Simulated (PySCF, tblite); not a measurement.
**C₆H₁₁N: a rotation path, then NMR shifts on frames, part 1 of 2**

Aim: move C₆H₁₁N (`C#CC[C@H](C)NC`) away from its starting geometry and see how NMR shifts follow the geometry.

Computed with tblite 0.8.0 and PySCF 2.14.0, with density-fitted response routines of our own, on a single molecule in the gas phase. Atoms are numbered from 0 throughout.

### 1 Starting geometry

18 atoms, charge 0, multiplicity 1; geometry from: GFN2-xTB.

Bonds of the start (Å): C0–C1 1.20, C1–C2 1.45, C2–C3 1.54, C3–C4 1.53, C3–N5 1.45, N5–C6 1.45, C0–H7 1.05, C2–H8 1.09, C2–H9 1.09, C3–H10 1.10, C4–H11 1.09, C4–H12 1.09, C4–H13 1.09, N5–H14 1.02, C6–H15 1.09, C6–H16 1.10, C6–H17 1.09.

### 2 The rotation path with GFN2-xTB

Job settings and geometry (Å):

```
{"job": {"kind": "neb", "xc": "GFN2-xTB", "basis": "xTB", "atoms": [1, 2, 3, 5], "turn": 120}, "charge": 0, "multiplicity": 1}
C     -2.865999     1.012773     0.083289
C     -2.030088     0.431976    -0.546267
C     -1.005420    -0.274752    -1.285865
C      0.272012    -0.480906    -0.450851
C     -0.042417    -1.284973     0.817900
N      0.864833     0.823360    -0.218348
C      2.164980     0.818550     0.414969
H     -3.609493     1.522226     0.619555
H     -0.750945     0.306850    -2.174983
H     -1.399042    -1.245089    -1.599547
H      0.989687    -1.047748    -1.059474
H      0.866835    -1.500474     1.374259
H     -0.513306    -2.229504     0.555944
H     -0.723244    -0.724794     1.456339
H      0.215635     1.399605     0.309912
H      2.832454     0.179140    -0.164054
H      2.164521     0.466028     1.456521
H      2.560237     1.834050     0.399044
```

Method: GFN2-xTB climbing-image nudged elastic band, gas phase.

Run with:

```console
> OMP_NUM_THREADS=1 python probes_run.py task.json out
```

The driver reads the jobs from task.json and runs them one after another.

Log:

```text
image   E - E0 / eV
  0       0.0000
  1       0.0318
  2       0.1074
  3       0.1758
  4       0.1963
  5       0.1657
  6       0.1130
  7       0.0704
  8       0.0536
```

It took 2.6 s on 1 thread of Arm Neoverse V2, shared host; peak memory 0.18 GiB.

The final band, with the dihedral C1–C2–C3–N5:

```tsv
image	dihedral (°)	energy (eV)	energy (kcal/mol)
0	-67	0.000	0.0
1	-51	0.032	0.7
2	-35	0.107	2.5
3	-18	0.176	4.1
4	0	0.196	4.5
5	17	0.166	3.8
6	33	0.113	2.6
7	48	0.070	1.6
8	63	0.054	1.2
```

### 3 Nuclear shieldings: image 0, PBE0/pcSseg-1

Job settings and geometry (Å):

```
{"job": {"kind": "nmr", "xc": "PBE0", "basis": "pcSseg-1", "pop": false}, "charge": 0, "multiplicity": 1}
C     -2.866000     1.012800     0.083300
C     -2.030100     0.432000    -0.546300
C     -1.005400    -0.274800    -1.285900
C      0.272000    -0.480900    -0.450900
C     -0.042400    -1.285000     0.817900
N      0.864800     0.823400    -0.218300
C      2.165000     0.818600     0.415000
H     -3.609500     1.522200     0.619600
H     -0.750900     0.306800    -2.175000
H     -1.399000    -1.245100    -1.599500
H      0.989700    -1.047700    -1.059500
H      0.866800    -1.500500     1.374300
H     -0.513300    -2.229500     0.555900
H     -0.723200    -0.724800     1.456300
H      0.215600     1.399600     0.309900
H      2.832500     0.179100    -0.164100
H      2.164500     0.466000     1.456500
H      2.560200     1.834000     0.399000
```

With the program's defaults for keys left out, this is: GIAO PBE0/pcSseg-1 NMR shielding, non-relativistic, gas phase.

Log:

```text
coarse grid: 14400 points
cycle   1  E = -289.4425078156  dE =  7.379e-01  |g| = 4.629e-01  |ddm| = 3.758e+00
cycle   2  E = -289.4473970915  dE = -4.889e-03  |g| = 4.545e-01  |ddm| = 1.017e+00
cycle   3  E = -289.4978293412  dE = -5.043e-02  |g| = 6.203e-02  |ddm| = 4.910e-01
cycle   4  E = -289.4984941777  dE = -6.648e-04  |g| = 2.413e-02  |ddm| = 7.207e-02
cycle   5  E = -289.4986125503  dE = -1.184e-04  |g| = 6.402e-03  |ddm| = 2.633e-02
cycle   6  E = -289.4986194260  dE = -6.876e-06  |g| = 3.007e-03  |ddm| = 7.165e-03
final grid: 137336 points
cycle   7  E = -289.5415117499  dE = -4.136e-05  |g| = 1.135e-02  |ddm| = 5.334e-02
cycle   8  E = -289.5414547283  dE =  5.702e-05  |g| = 1.887e-02  |ddm| = 2.471e-02
cycle   9  E = -289.5415413739  dE = -8.665e-05  |g| = 3.849e-03  |ddm| = 1.556e-02
cycle  10  E = -289.5415449800  dE = -3.606e-06  |g| = 3.104e-04  |ddm| = 2.756e-03
cycle  11  E = -289.5415449987  dE = -1.868e-08  |g| = 1.378e-04  |ddm| = 4.226e-04
cycle  12  E = -289.5415450028  dE = -4.101e-09  |g| = 3.215e-05  |ddm| = 1.378e-04
cycle  13  E = -289.5415450030  dE = -1.990e-10  |g| = 8.905e-06  |ddm| = 3.326e-05
converged SCF energy = -289.5415450030

GIAO shielding tensors (ppm)
atom      isotropic    diamagn.    paramagn.     s11        s22        s33       span
  0 C      109.079     258.047    -148.968     32.564     40.054    254.619    222.055
  1 C       99.809     265.265    -165.456      1.927      5.367    292.134    290.207
  2 C      156.402     246.530     -90.129    145.636    148.197    175.371     29.735
  3 C      130.325     245.699    -115.374    117.446    119.395    154.134     36.687
  4 C      169.683     249.680     -79.997    149.597    173.246    186.204     36.607
  5 N      214.224     322.099    -107.875    177.838    207.927    256.907     79.069
  6 C      150.508     244.353     -93.845    131.403    135.248    184.873     53.470
  7 H       30.317      34.599      -4.282     24.815     25.252     40.885     16.070
  8 H       28.991      27.942       1.049     24.309     27.630     35.035     10.726
  9 H       29.365      28.125       1.241     24.617     27.884     35.595     10.978
 10 H       29.169      32.539      -3.370     26.383     27.390     33.735      7.352
 11 H       29.982      31.286      -1.303     24.921     29.419     35.607     10.686
 12 H       30.995      30.859       0.136     26.794     28.187     38.005     11.211
 13 H       30.526      31.886      -1.361     26.400     30.224     34.953      8.553
 14 H       31.400      35.611      -4.211     21.901     33.439     38.859     16.957
 15 H       29.566      29.365       0.201     25.650     26.971     36.078     10.428
 16 H       28.903      29.902      -0.999     23.744     27.587     35.377     11.633
 17 H       28.794      28.330       0.465     23.932     26.585     35.865     11.933
```

Run time: 17 s. Hardware: 1 thread of Arm Neoverse V2, shared host; peak memory 0.79 GiB.

Shifts follow as δ = σ(reference) − σ, with reference shieldings (ppm) from runs at the same level and on the same kind of geometry: ¹H TMS 31.72, ¹³C TMS 186.9, ¹⁵N NH3 267.7. The references are single molecules in the gas phase, so shifts against H2O, NH3, PH3, H3PO4 or CFCl3 are not on the usual liquid scales and can be off by tens of ppm. Each atom is listed at this fixed geometry, with no averaging over motion; a spectrum would average atoms that exchange fast.

```tsv
atoms	environment	σ (ppm)	δ (ppm)
C1	alkyne carbon	99.8	87.1
C0	terminal alkyne carbon	109.1	77.8
C3	sp3 CH bonded to N	130.3	56.6
C6	methyl carbon bonded to N	150.5	36.4
C2	propargylic sp3 CH2	156.4	30.5
C4	methyl carbon	169.7	17.2
H17	hydrogen on a methyl carbon bonded to N	28.79	2.92
H16	hydrogen on a methyl carbon bonded to N	28.90	2.81
H8	hydrogen on a propargylic sp3 CH2	28.99	2.73
H10	hydrogen on an sp3 CH bonded to N	29.17	2.55
H9	hydrogen on a propargylic sp3 CH2	29.37	2.35
H15	hydrogen on a methyl carbon bonded to N	29.57	2.15
H11	hydrogen on a methyl carbon	29.98	1.73
H7	hydrogen on a terminal alkyne carbon	30.32	1.40
H13	hydrogen on a methyl carbon	30.53	1.19
H12	hydrogen on a methyl carbon	31.00	0.72
H14	hydrogen on an amine nitrogen	31.40	0.32
N5	amine nitrogen	214.2	53.5
```

### 4 Shielding tensors: image 2, PBE0/pcSseg-1

Job settings and geometry (Å):

```
{"job": {"kind": "nmr", "xc": "PBE0", "basis": "pcSseg-1", "pop": false}, "charge": 0, "multiplicity": 1}
C     -2.625600     1.508600    -0.152800
C     -1.970400     0.614800    -0.605000
C     -1.125500    -0.420900    -1.162500
C      0.241700    -0.521300    -0.442500
C      0.170700    -1.538200     0.706900
N      0.657100     0.810000    -0.047400
C      1.988100     0.933600     0.499500
H     -3.204900     2.292800     0.233400
H     -0.967600    -0.188100    -2.218100
H     -1.644000    -1.380900    -1.098300
H      0.985400    -0.878300    -1.166900
H      1.148300    -1.653800     1.170200
H     -0.135300    -2.511600     0.329700
H     -0.543800    -1.209900     1.459900
H     -0.025300     1.201100     0.595000
H      2.700600     0.498800    -0.202000
H      2.129200     0.455400     1.480300
H      2.212500     1.994400     0.608700
```

With the program's defaults for keys left out, this is: GIAO PBE0/pcSseg-1 NMR shielding, non-relativistic, gas phase.

Log:

```text
coarse grid: 14400 points
cycle   1  E = -289.4373791197  dE =  7.415e-01  |g| = 4.656e-01  |ddm| = 3.771e+00
cycle   2  E = -289.4418142720  dE = -4.435e-03  |g| = 4.596e-01  |ddm| = 1.031e+00
cycle   3  E = -289.4933226337  dE = -5.151e-02  |g| = 6.387e-02  |ddm| = 4.970e-01
cycle   4  E = -289.4940212914  dE = -6.987e-04  |g| = 2.551e-02  |ddm| = 7.151e-02
cycle   5  E = -289.4941514051  dE = -1.301e-04  |g| = 7.744e-03  |ddm| = 2.673e-02
cycle   6  E = -289.4941607956  dE = -9.390e-06  |g| = 4.316e-03  |ddm| = 8.298e-03
cycle   7  E = -289.4941652549  dE = -4.459e-06  |g| = 7.664e-04  |ddm| = 3.245e-03
final grid: 137336 points
cycle   8  E = -289.5369996748  dE = -4.673e-05  |g| = 8.609e-03  |ddm| = 3.991e-02
cycle   9  E = -289.5369963179  dE =  3.357e-06  |g| = 9.430e-03  |ddm| = 1.662e-02
cycle  10  E = -289.5370186600  dE = -2.234e-05  |g| = 8.474e-04  |ddm| = 8.895e-03
cycle  11  E = -289.5370187983  dE = -1.383e-07  |g| = 3.642e-04  |ddm| = 9.481e-04
cycle  12  E = -289.5370188234  dE = -2.508e-08  |g| = 1.684e-04  |ddm| = 3.340e-04
cycle  13  E = -289.5370188302  dE = -6.812e-09  |g| = 3.153e-05  |ddm| = 1.366e-04
cycle  14  E = -289.5370188304  dE = -2.025e-10  |g| = 8.898e-06  |ddm| = 3.080e-05
converged SCF energy = -289.5370188304

GIAO shielding tensors (ppm)
atom      isotropic    diamagn.    paramagn.     s11        s22        s33       span
  0 C      109.287     257.489    -148.203     31.720     40.876    255.264    223.544
  1 C      100.445     264.388    -163.943      3.497      5.973    291.866    288.369
  2 C      158.303     248.321     -90.018    138.718    158.749    177.442     38.724
  3 C      133.210     244.733    -111.523    119.309    125.747    154.574     35.265
  4 C      166.467     249.761     -83.294    148.724    164.578    186.098     37.373
  5 N      214.877     322.373    -107.496    172.531    208.284    263.814     91.283
  6 C      150.991     244.479     -93.488    131.314    136.638    185.021     53.707
  7 H       30.375      34.291      -3.916     24.795     25.327     41.002     16.207
  8 H       28.763      27.958       0.805     23.177     27.955     35.158     11.980
  9 H       29.708      28.870       0.838     24.861     28.806     35.458     10.597
 10 H       29.080      32.677      -3.597     26.576     27.002     33.662      7.086
 11 H       29.913      31.157      -1.244     24.648     29.506     35.584     10.936
 12 H       31.068      30.762       0.306     27.018     28.351     37.835     10.817
 13 H       31.013      31.463      -0.449     27.562     29.745     35.733      8.171
 14 H       31.261      36.084      -4.823     21.134     33.055     39.593     18.459
 15 H       29.536      29.606      -0.071     25.536     26.835     36.236     10.700
 16 H       28.872      29.941      -1.069     23.715     27.393     35.507     11.792
 17 H       28.714      28.792      -0.078     23.770     26.645     35.729     11.959
```

Wall time 17 s (1 thread of Arm Neoverse V2, shared host); peak memory 0.81 GiB.

In short: δ C1 86.5, C0 77.6, C3 53.7, C6 35.9, H17 3.00, H8 2.95 ppm.

(Continued in part 2 of 2.)
